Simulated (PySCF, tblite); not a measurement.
# C₅H₁₃FOSi₂: geometry, infrared bands and NMR shifts

Aim: predict the infrared bands and NMR shifts of C₅H₁₃FOSi₂ (`FCC1(OC[SiH3])C[SiH2]C1`).

Computed with tblite 0.8.0 and PySCF 2.14.0, with density-fitted response routines of our own, on a single molecule in the gas phase. Atoms are numbered from 0 throughout.

## 1. The molecule as given

22 atoms, charge 0, multiplicity 1; geometry from: force field or distance geometry start.

Bonds of the start (Å): F0–C1 1.36, C1–C2 1.54, C2–O3 1.47, O3–C4 1.45, C4–Si5 1.88, C2–C6 1.58, C6–Si7 1.89, Si7–C8 1.88, C8–C2 1.58, C1–H9 1.08, C1–H10 1.09, C4–H11 1.09, C4–H12 1.10, Si5–H13 1.48, Si5–H14 1.48, Si5–H15 1.47, C6–H16 1.09, C6–H17 1.09, Si7–H18 1.48, Si7–H19 1.49, C8–H20 1.10, C8–H21 1.09.

## 2. Relaxing the molecule with GFN2-xTB

What the job is given:

```
{"job": {"kind": "relax", "xc": "GFN2-xTB", "basis": "xTB"}, "charge": 0, "multiplicity": 1}
F      0.281400     2.296000     0.830100
C      0.847300     1.886200    -0.339700
C      0.704100     0.353900    -0.450400
O     -0.700000     0.010400    -0.723800
C     -1.696700     0.381000     0.257200
Si    -3.303100    -0.589700     0.205500
C      1.665600    -0.196400    -1.578200
Si     1.954600    -1.730400    -0.518200
C      1.390800    -0.442600     0.724900
H      0.365300     2.401900    -1.157700
H      1.901300     2.179000    -0.292700
H     -1.281100     0.294700     1.259400
H     -1.940900     1.438200     0.086000
H     -4.230500    -0.074300     1.239800
H     -3.058400    -2.020200     0.496200
H     -3.971200    -0.466700    -1.102300
H      1.195100    -0.382200    -2.540300
H      2.578500     0.374900    -1.731700
H      3.371000    -2.134600    -0.385800
H      0.980900    -2.831600    -0.742200
H      0.716400    -0.815100     1.504800
H      2.219100     0.086800     1.202900
```

Launch:

```sh
OMP_NUM_THREADS=1 python probes_run.py task.json out
```

This one command runs all jobs of the session in turn.

**Question.** This job is followed by: GFN2-xTB harmonic vibrations, gas phase; GIAO PBE0/pcSseg-1 NMR shielding, non-relativistic, gas phase. What will the session give for the following? strongest single infrared mode (GFN2-xTB); zero-point energy (GFN2-xTB); 13C shifts against TMS (PBE0/pcSseg-1, means over atoms taken as alike); 1H shifts against TMS (PBE0/pcSseg-1, means over atoms taken as alike); 19F shifts against CFCl3 (PBE0/pcSseg-1); 17O shifts against H2O (PBE0/pcSseg-1); 29Si shifts against TMS (PBE0/pcSseg-1); surface potential, 1st and 99th percentile.

**Answer**, as computed:

| quantity | value |
| --- | --- |
| strongest single infrared mode (GFN2-xTB) | 2250 cm⁻¹, 379 km/mol |
| zero-point energy (GFN2-xTB) | 101.7 kcal/mol |
| 13C shifts against TMS (PBE0/pcSseg-1, means over atoms taken as alike) | 91.8, 80.9, 53.8, 19.0 ppm |
| 1H shifts against TMS (PBE0/pcSseg-1, means over atoms taken as alike) | 4.75, 4.57, 4.34, 3.87, 3.64, 1.64, 1.61 ppm |
| 19F shifts against CFCl3 (PBE0/pcSseg-1) | -238.7 ppm |
| 17O shifts against H2O (PBE0/pcSseg-1) | 81.0 ppm |
| 29Si shifts against TMS (PBE0/pcSseg-1) | -59.4, -73.2 ppm |
| surface potential, 1st and 99th percentile | -1.13 V and 1.04 V |

**Reading.** Over 185 steps the energy fell by 0.518 eV; of the close pairs, C2–O3 changed most, 1.471 to 1.410 Å. All 60 modes are real, so the xTB geometry is a minimum. The strongest single mode, at 2250 cm⁻¹, moves mainly H13. Unscaled tight-binding wavenumbers are off by several per cent, some by more. Its intensities can rank the bands wrongly. The most deshielded carbon is C1 (sp3 CH2 bonded to F), at 91.8 ppm: deshielded by the electronegative neighbour. H9, H10 (mean) (hydrogen on an sp3 CH2 bonded to F) lies farthest downfield among hydrogen, at 4.75 ppm; its carbon carries F, hence the downfield position. At PBE0/pcSseg-1: The largest span, 112 ppm, is at O3, where the paramagnetic term is -146 ppm.
